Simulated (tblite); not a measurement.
# C4H7FO2Si: the cost of one run

Computed with tblite 0.8.0 and PySCF 2.14.0, with density-fitted response routines of our own, on a single molecule in the gas phase. Atoms count from 0, in the outputs and in this text.

## Step 1: The molecule as given

15 atoms, charge 0, multiplicity 1; geometry from: force field or distance geometry start.

Bonds of the start (Å): O0–C1 1.21, C1–C2 1.54, C2–F3 1.36, C2–C4 1.53, C4–O5 1.22, C2–C6 1.53, C6–Si7 1.87, C1–H8 1.10, C4–H9 1.11, C6–H10 1.10, C6–H11 1.10, Si7–H12 1.48, Si7–H13 1.47, Si7–H14 1.48.

## Step 2: Relaxing the molecule with GFN2-xTB

The job: settings as JSON, then the geometry in Å.

```
{"job": {"kind": "relax", "xc": "GFN2-xTB", "basis": "xTB"}, "charge": 0, "multiplicity": 1}
O     -2.071500     0.030400    -1.370900
C     -1.121000    -0.698600    -1.191500
C     -0.420800    -0.896700     0.163000
F     -0.275200    -2.239800     0.350300
C     -1.274000    -0.335900     1.306100
O     -0.818900     0.200600     2.303100
C      0.993700    -0.312200     0.129800
Si     1.204100     1.501500    -0.250800
H     -0.666100    -1.273500    -2.016800
H     -2.363800    -0.510700     1.217100
H      1.467500    -0.517100     1.099600
H      1.580000    -0.885900    -0.595700
H      0.797900     1.705600    -1.659300
H      0.345700     2.343000     0.602200
H      2.618100     1.897100    -0.108200
```

On the command line:

```bash
$ OMP_NUM_THREADS=1 python probes_run.py task.json out
```

This one command runs all jobs of the session in turn.

**Question.** How long does this first job take on 1 thread of Arm Neoverse N1, shared host, and how much memory does it need?

About 1 s, with a peak of 0.18 GiB.
